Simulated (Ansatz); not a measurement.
**C3H6Zn: one species, many methods**

Aim: compute C3H6Zn with functionals from several rungs and with coupled cluster, and see how far each lands from CCSD(T) at the basis-set limit for the atomisation energy.

Computed with Ansatz 0.2.0, Gaussian basis. Level: functionals in def2-TZVPP, the program's frozen cores in correlated methods.

Plan: LDA (SPW92), PBE-D4, revPBE-D4, BLYP-D4, r2SCAN-D4, B97M-V, PBE0-D4, B3LYP-D4, r2SCANh-D4, r2SCAN0-D4, HSE06-D4, BHLYP-D4, CAM-B3LYP-D4, LC-ωPBE, ωB97X-V, ωB97M-V, B2PLYP, PBE-QIDH; CCSD(T)/def2-SVP; CCSD(T)/def2-TZVPP; MP2/def2-QZVPP; extrapolation to the limit; RPA on PBE.

### Step 1. Structure used throughout

An earlier PBE0-D4 in a triple-zeta def2 set relaxation fixed the geometry.

10 atoms, charge 0, spin multiplicity 1.

Atoms are counted from 1 here; the program's logs count them from 0.

Bond lengths: C1–C2 1.326 Å, C1–H5 1.086 Å, C1–H6 1.084 Å, C2–C3 1.489 Å, C2–H7 1.088 Å, C3–H8 1.094 Å, C3–H9 1.096 Å, C3–H10 1.092 Å. Angles: C2–C1–H5 121.4°, C2–C1–H6 121.6°, H5–C1–H6 117.0°, C1–C2–C3 125.1°, C1–C2–H7 118.7°, C3–C2–H7 116.2°, C2–C3–H8 111.1°, C2–C3–H9 110.9°, C2–C3–H10 111.5°, H8–C3–H9 106.6°, H8–C3–H10 108.4°, H9–C3–H10 108.2°.

### Step 2. LDA

This LDA is Slater exchange with PW92 correlation.

in.yaml reads:

```yaml
crystal:
  periodic: [false, false, false]
  atoms:
    - {symbol: C, position_ang: [-0.979918, 0.858744, -0.442778]}
    - {symbol: C, position_ang: [-0.328026, 0.280320, 0.556946]}
    - {symbol: C, position_ang: [0.297899, -1.069164, 0.502296]}
    - {symbol: Zn, position_ang: [2.427189, 1.124665, -1.858423]}
    - {symbol: H, position_ang: [-1.112134, 0.357563, -1.396999]}
    - {symbol: H, position_ang: [-1.407680, 1.849620, -0.344318]}
    - {symbol: H, position_ang: [-0.222215, 0.822049, 1.495020]}
    - {symbol: H, position_ang: [-0.107617, -1.723465, 1.280262]}
    - {symbol: H, position_ang: [1.377491, -1.005983, 0.677902]}
    - {symbol: H, position_ang: [0.138113, -1.545648, -0.466810]}
basis:
  gaussian: {orbitals: def2-TZVPP}
hamiltonian: {xc: lda}
output: {orbitals: {seedname: orbitals}}
```

Command:

```sh
$ ansatz run in.yaml --threads 4 --pin off --events-out ev --progress --plain --max-ram 10444MiB
```

After this run come: PBE-D4 (GGA); revPBE-D4 (GGA); BLYP-D4 (GGA); r2SCAN-D4 (meta-GGA); B97M-V (meta-GGA); B3LYP-D4 (hybrid); r2SCANh-D4 (hybrid); r2SCAN0-D4 (hybrid); HSE06-D4 (hybrid); BHLYP-D4 (hybrid); CAM-B3LYP-D4 (range-separated); LC-ωPBE (range-separated); ωB97X-V (range-separated); ωB97M-V (range-separated); B2PLYP (double hybrid); PBE-QIDH (double hybrid); CCSD(T) in def2-SVP; CCSD(T) in def2-TZVPP; MP2 in def2-QZVPP; RPA on PBE orbitals.

Before running them: what should the planned runs give, taken together? Wanted: atomisation energy, CCSD(T)/CBS; farthest beyond LDA; mean size of error, GGA; mean size of error, meta-GGA; mean size of error, hybrid; mean size of error, range-separated; mean size of error, double hybrid; gap, smallest and largest; T1 diagnostic.

As calculated:

| quantity | value |
| --- | --- |
| atomisation energy, CCSD(T)/CBS | 3602.5 kJ/mol |
| functionals within 18.0 kJ/mol (0.5 %) | revPBE-D4, BLYP-D4, r2SCAN-D4, B97M-V, B3LYP-D4, r2SCANh-D4, LC-ωPBE, ωB97X-V, ωB97M-V, PBE-QIDH |
| farthest beyond LDA | PBE-D4 (+74.8 kJ/mol) |
| mean size of error, GGA | 27.2 kJ/mol |
| mean size of error, meta-GGA | 9.0 kJ/mol |
| mean size of error, hybrid | 29.1 kJ/mol |
| mean size of error, range-separated | 11.8 kJ/mol |
| mean size of error, double hybrid | 17.5 kJ/mol |
| gap, smallest and largest | 4.40 eV (B97M-V), 9.91 eV (LC-ωPBE) |
| T1 diagnostic | 0.0133 |
| triples share of the correlation energy | 3.5 % |

**Reading.** LDA overbinds by 467.9 kJ/mol (13 %). PBE-D4 misses by +74.8 kJ/mol. Double hybrids carry the basis error of their MP2 part in triple zeta, and no dispersion term here, so their miss is partly the set-up's. The rungs meta-GGA, range-separated, double hybrid miss on average by less than the doubt on the reference (18.0 kJ/mol), so they tie. Misses under about 18.0 kJ/mol are within the doubt on the reference itself, which lacks core-valence correlation, relativity and higher excitations. Hartree-Fock recovers 76 % of the binding; the rest is correlation. CCSD(T) in def2-SVP is off by -133.2 kJ/mol, worse than the median functional, from the basis alone. Orbital gaps span 4.4 to 9.9 eV; exact exchange widens them. For Zn the d shell is correlated and the shells below it are frozen.
